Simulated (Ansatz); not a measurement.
# AlH2O2 radical + SiH4O + H2O: a complex and its separated parts

Aim: how far the complex at one end of a reaction step lies below its separated, relaxed parts, level by level.

The runs use Ansatz 0.2.0, Gaussian basis; PBE0-D4/def2-TZVP structures, single points in def2-TZVPP, no counterpoise correction.

Levels: SPW92, PBE-D4, BLYP-D4, r2SCAN-D4, B97M-V, PBE0-D4, B3LYP-D4, r2SCAN0-D4, BHLYP-D4, CAM-B3LYP-D4, wB97X-V, wB97M-V, B2PLYP, PBE-QIDH, RPA on PBE, Hartree-Fock, MP2, CCSD, CCSD(T).

Correlated methods freeze the cores. Orbitals are unrestricted. B3LYP uses VWN-RPA correlation. B2PLYP carries no dispersion term here.

113 further runs of the same task are left out: 113 set aside as unsound or not needed. Runs told in other sessions of the task aren't counted.

**1. Where the work starts**

The complex: 14 atoms, charge 0, spin multiplicity 2.

Atoms are counted from 1 here; the program's logs count them from 0.

Bond lengths: Al1–O2 1.910 Å, Al1–O4 1.732 Å, Al1–O6 1.766 Å, O2–Si3 1.693 Å, O2–H7 1.018 Å, Si3–H9 1.475 Å, Si3–H10 1.476 Å, Si3–H11 1.486 Å, O4–H12 0.955 Å, H5–O8 0.993 Å, O6–H13 0.957 Å, O8–H14 0.960 Å. Angles: O2–Al1–O4 92.6°, O2–Al1–O6 93.9°, O4–Al1–O6 119.8°, Al1–O2–Si3 121.4°, Al1–O2–H7 111.2°, Si3–O2–H7 117.6°, O2–Si3–H9 107.8°, O2–Si3–H10 112.0°, O2–Si3–H11 104.3°, H9–Si3–H10 113.0°, H9–Si3–H11 109.9°, H10–Si3–H11 109.4°, Al1–O4–H12 121.5°, Al1–O6–H13 119.2°, H5–O8–H14 107.2°.

Geometry (Å):

```
Al   -1.48399    0.09022    0.53958
O     0.12743   -0.70955   -0.10111
Si    0.43872   -0.86191   -1.75832
O    -1.90409    0.68889   -1.03070
H     0.98687    0.74335    1.84245
O    -0.64753    1.14117    1.68589
H     0.91343   -0.49238    0.50907
O     1.78421    0.22054    1.56341
H    -0.65609   -1.65193   -2.35324
H     0.62176    0.45054   -2.40856
H     1.71013   -1.62801   -1.82450
H    -2.80780    0.68819   -1.34049
H    -1.15592    1.60564    2.34977
H     2.07286   -0.28475    2.32664
```

Its parts: AlH2O2 radical holds atoms 1, 4, 6, 12, 13; SiH4O holds atoms 2, 3, 7, 9, 10, 11; H2O holds atoms 5, 8, 14. Each part counts its atoms afresh in its own runs.

**2. Relaxing AlH2O2 radical alone**

relax-a/in.yaml reads:

```yaml
crystal:
  periodic: [false, false, false]
  atoms:
    - {symbol: Al, position_ang: [-1.483987, 0.090218, 0.539581]}
    - {symbol: O, position_ang: [-1.904086, 0.688893, -1.030696]}
    - {symbol: O, position_ang: [-0.647525, 1.141167, 1.685893]}
    - {symbol: H, position_ang: [-2.807803, 0.688188, -1.340490]}
    - {symbol: H, position_ang: [-1.155922, 1.605637, 2.349771]}
basis:
  gaussian: {orbitals: def2-TZVP}
magnetization: {spin_polarized: true, initial_magnetization: 1}
hamiltonian: {xc: pbe0, dispersion: d4}
relax: {f_tol: 0.005, max_steps: 200}
```

The run is started by

```
$ ansatz run in.yaml --threads 4 --pin off --events-out ev --progress --plain --max-ram 46080MiB --backend cpu
```

Further steps of the session: Relaxing SiH4O alone; Relaxing H2O alone; SPW92/def2-TZVPP; PBE-D4/def2-TZVPP; BLYP-D4/def2-TZVPP; r2SCAN-D4/def2-TZVPP; B97M-V/def2-TZVPP; PBE0-D4/def2-TZVPP; B3LYP-D4/def2-TZVPP; r2SCAN0-D4/def2-TZVPP; BHLYP-D4/def2-TZVPP; CAM-B3LYP-D4/def2-TZVPP; wB97X-V/def2-TZVPP; wB97M-V/def2-TZVPP; B2PLYP/def2-TZVPP; PBE-QIDH/def2-TZVPP; RPA on PBE/def2-TZVPP; CCSD(T)/def2-TZVPP; CCSD(T)/def2-QZVPP; Vibrations of AlH2O2 radical; Vibrations of SiH4O; Vibrations of H2O.

What does the calculation give? Wanted: complex less parts, CCSD(T)/def2-TZVPP; with zero-point energy; largest T1 diagnostic.

**Answer**, as computed:

```
                              quantity      value
complex less parts, CCSD(T)/def2-TZVPP  -1.563 eV
                with zero-point energy  -1.361 eV
                 largest T1 diagnostic      0.016
```

At CCSD(T) the complex lies 1.563 eV below its parts. B3LYP-D4 is the best functional here (-0.011 eV from CCSD(T)); SPW92 is the worst (-0.736 eV). Mean unsigned error by rung: LDA 0.736, GGA 0.062, meta-GGA 0.087, hybrid 0.077, range-separated hybrid 0.050, double hybrid 0.083 eV. The double hybrids carry no dispersion term here, unlike the levels marked D4 or V. PBE-D4 gives a relative energy 0.077 eV too low, outside chemical accuracy (1 kcal/mol, 0.043 eV). No counterpoise was applied, and triple zeta lacks some correlation, so the CCSD(T) reference has a basis error of its own, and close matches with it are partly luck.
